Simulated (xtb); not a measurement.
# WN2H4O2 (SMILES [NH2][W]([NH2])(=[O])=[O]) at GFN0-xTB

What is the vertical singlet–triplet gap of WN2H4O2 at GFN0-xTB? 

Program for the calculation: xtb 6.7.1.

5 further runs of the same task are left out: 5 set aside as unsound or not needed.

## 1. Starting point

The species is WN2H4O2 (9 atoms), meant as a singlet with charge 0. SMILES: `[NH2][W]([NH2])(=[O])=[O]`. The shape comes from GFN2-xTB, which is rough for such elements, and wasn't checked as a minimum. This is one conformer, not always the lowest.

Bond lengths: N1–W2 2.002 Å, W2–N3 2.002 Å, W2–O4 1.690 Å, W2–O5 1.690 Å, N1–H6 1.026 Å, N1–H7 1.026 Å, N3–H8 1.026 Å, N3–H9 1.026 Å. Some angles: N1–W2–N3 108.8°, N1–W2–O4 107.4°, N1–W2–O5 107.4°, N3–W2–O4 107.4°, N3–W2–O5 107.4°, O4–W2–O5 118.1°, W2–N1–H6 125.5°, W2–N1–H7 125.6°, W2–N3–H8 125.5°, W2–N3–H9 125.4°.

## 2. Energy and forces at GFN0-xTB

File coord:

```
$coord angs
    -1.1138400     1.2402300    -0.3246200  N
     0.3366300    -0.1151400    -0.5832600  W
     0.6370700    -1.0775100     1.1464700  N
    -0.2251200    -1.2503600    -1.7025300  O
     1.7569500     0.7265400    -0.9456600  O
    -0.9699200     2.2454100    -0.1757000  H
    -2.0940800     1.1258300    -0.6047500  H
     0.2747300    -2.0085200     1.3814100  H
     1.3975800    -0.8864700     1.8086500  H
$end
```

On the command line:

```bash
$ xtb --grad --gfn 0 --parallel 1 -- coord | tee coord.out
```

Standard output (excerpt; [...] marks lines left out):

```text
* xtb version 6.7.1
[...]
          :  # basis functions                  34          :
[...]
          :  # electrons                        32          :
[...]
 Zeroth order Hamiltonian       ...        0 min,  0.000 sec ( 16.656%)
[...]
         ::                     SUMMARY                     ::
         :::::::::::::::::::::::::::::::::::::::::::::::::::::
         :: total energy             -17.331521770186 Eh    ::
         :: gradient norm              0.031974820203 Eh/a0 ::
         :: HOMO-LUMO gap              5.700156006279 eV    ::
         ::.................................................::
         :: H0 energy                -16.735168787258 Eh    ::
         :: repulsion energy           0.128217731348 Eh    ::
         :: electrostat energy        -0.722287223844 Eh    ::
         :: -> Gsolv                   0.000000000000 Eh    ::
         ::    -> Gsasa                0.000000000000 Eh    ::
         ::    -> Gshift               0.000000000000 Eh    ::
         :: dispersion energy         -0.002283490432 Eh    ::
         :: short-range corr.         -0.000000000000 Eh    ::
         :: add. restraining           0.000000000000 Eh    ::
         :: total charge               0.000000000000 e     ::
         :::::::::::::::::::::::::::::::::::::::::::::::::::::
[...]
        16        2.0000           -0.4314126             -11.7393 (HOMO)
        17                         -0.2219357              -6.0392 (LUMO)
[...]
     #   Z          covCN         q      C6AA      α(0)
     1   7 N        2.595    -1.348    72.647    12.760
     2  74 W        3.415     2.017   275.635    38.130
     3   7 N        2.595    -1.348    72.592    12.755
     4   8 O        0.830    -0.670    27.825     7.078
     5   8 O        0.830    -0.670    27.828     7.078
     6   1 H        0.860     0.505     0.328     0.898
     7   1 H        0.860     0.505     0.328     0.897
     8   1 H        0.860     0.505     0.328     0.898
     9   1 H        0.860     0.504     0.329     0.898
[...]
     #   Z sym  total        # sym  WBO       # sym  WBO       # sym  WBO
 ---------------------------------------------------------------------------
     1   7 N    2.756 --     6 H    0.966     7 H    0.966     2 W    0.772
     2  74 W    4.556 --     4 O    1.486     5 O    1.485     1 N    0.772
                             3 N    0.771
     3   7 N    2.755 --     9 H    0.966     8 H    0.966     2 W    0.771
     4   8 O    1.578 --     2 W    1.486
     5   8 O    1.578 --     2 W    1.485
     6   1 H    0.984 --     1 N    0.966
     7   1 H    0.984 --     1 N    0.966
     8   1 H    0.984 --     3 N    0.966
     9   1 H    0.984 --     3 N    0.966
 ---------------------------------------------------------------------------
[...]
          | TOTAL ENERGY              -17.331521770186 Eh   |
          | GRADIENT NORM               0.031974820203 Eh/α |
          | HOMO-LUMO GAP               5.700156006279 eV   |
           -------------------------------------------------
[...]
```

Standard error:

```text
normal termination of xtb
```

It took 0.021 s on 1 thread of AMD EPYC 9R45 (Zen 5), shared host.

## 3. The triplet

File start.xyz:

```xyz
9
H4N2O2W
N     -1.11384     1.24023    -0.32462
W      0.33663    -0.11514    -0.58326
N      0.63707    -1.07751     1.14647
O     -0.22512    -1.25036    -1.70253
O      1.75695     0.72654    -0.94566
H     -0.96992     2.24541    -0.17570
H     -2.09408     1.12583    -0.60475
H      0.27473    -2.00852     1.38141
H      1.39758    -0.88647     1.80865
```

On the command line:

```bash
$ xtb --gfn 0 --json -u 2 --grad -- start.xyz > start.out 2> xtb.err
```

Standard output (excerpt; [...] marks lines left out):

```text
* xtb version 6.7.1
[...]
          :  # basis functions                  34          :
[...]
          :  # electrons                        32          :
[...]
 Zeroth order Hamiltonian       ...        0 min,  0.000 sec ( 13.926%)
[...]
         ::                     SUMMARY                     ::
         :::::::::::::::::::::::::::::::::::::::::::::::::::::
         :: total energy             -17.122116105458 Eh    ::
         :: gradient norm              0.118445861421 Eh/a0 ::
         :: HOMO-LUMO gap              0.285658618826 eV    ::
         ::.................................................::
         :: H0 energy                -16.525763122529 Eh    ::
         :: repulsion energy           0.128217731348 Eh    ::
         :: electrostat energy        -0.722287223844 Eh    ::
         :: -> Gsolv                   0.000000000000 Eh    ::
         ::    -> Gsasa                0.000000000000 Eh    ::
         ::    -> Gshift               0.000000000000 Eh    ::
         :: dispersion energy         -0.002283490432 Eh    ::
         :: short-range corr.         -0.000000000000 Eh    ::
         :: add. restraining           0.000000000000 Eh    ::
         :: total charge               0.000000000000 e     ::
         :::::::::::::::::::::::::::::::::::::::::::::::::::::
[...]
        17        0.9960           -0.2219357              -6.0392 (HOMO)
        18        0.0040           -0.2114380              -5.7535 (LUMO)
[...]
     #   Z          covCN         q      C6AA      α(0)
     1   7 N        2.595    -1.348    72.647    12.760
     2  74 W        3.415     2.017   275.635    38.130
     3   7 N        2.595    -1.348    72.592    12.755
     4   8 O        0.830    -0.670    27.825     7.078
     5   8 O        0.830    -0.670    27.828     7.078
     6   1 H        0.860     0.505     0.328     0.898
     7   1 H        0.860     0.505     0.328     0.897
     8   1 H        0.860     0.505     0.328     0.898
     9   1 H        0.860     0.504     0.329     0.898
[...]
          | TOTAL ENERGY              -17.122116105458 Eh   |
          | GRADIENT NORM               0.118445861421 Eh/α |
          | HOMO-LUMO GAP               0.285658618826 eV   |
           -------------------------------------------------
[...]
```

Standard error:

```text
normal termination of xtb
```

Run time: 0.025 s. Hardware: 1 thread of AMD EPYC 9R45 (Zen 5), shared host.

## 4. What came out

Level: GFN0-xTB.

| quantity | value |
| --- | --- |
| singlet: total energy | -17.33152 Eh |
| singlet: dipole moment | 5.56 D |
| singlet: HOMO energy | -11.74 eV |
| singlet: LUMO energy | -6.04 eV |
| singlet: HOMO–LUMO gap | 5.70 eV |
| singlet: dispersion energy | -6.00 kJ/mol |
| singlet: largest force on an atom | 1.058 eV/Å |
| singlet: mean polarisability (D4 model) | 81.4 bohr³ |
| triplet: total energy | -17.12212 Eh |
| triplet: dipole moment | 0.09 D |
| triplet: HOMO energy (partly filled) | -6.04 eV |
| triplet: LUMO energy | -5.75 eV |
| triplet: dispersion energy | -6.00 kJ/mol |
| triplet: largest force on an atom | 3.478 eV/Å |
| triplet: mean polarisability (D4 model) | 81.4 bohr³ |
| vertical energy of the triplet above the singlet | 5.698 eV |

In words: The method runs without spin polarisation, so open shells lack the exchange term that lowers high spin: such gaps come out too high and can have the wrong sign. The largest force (singlet) is 1.06 eV/Å: the shape isn't a stationary point for this species at this level. At this shape the triplet lies 5.70 eV (131 kcal/mol) above the singlet.
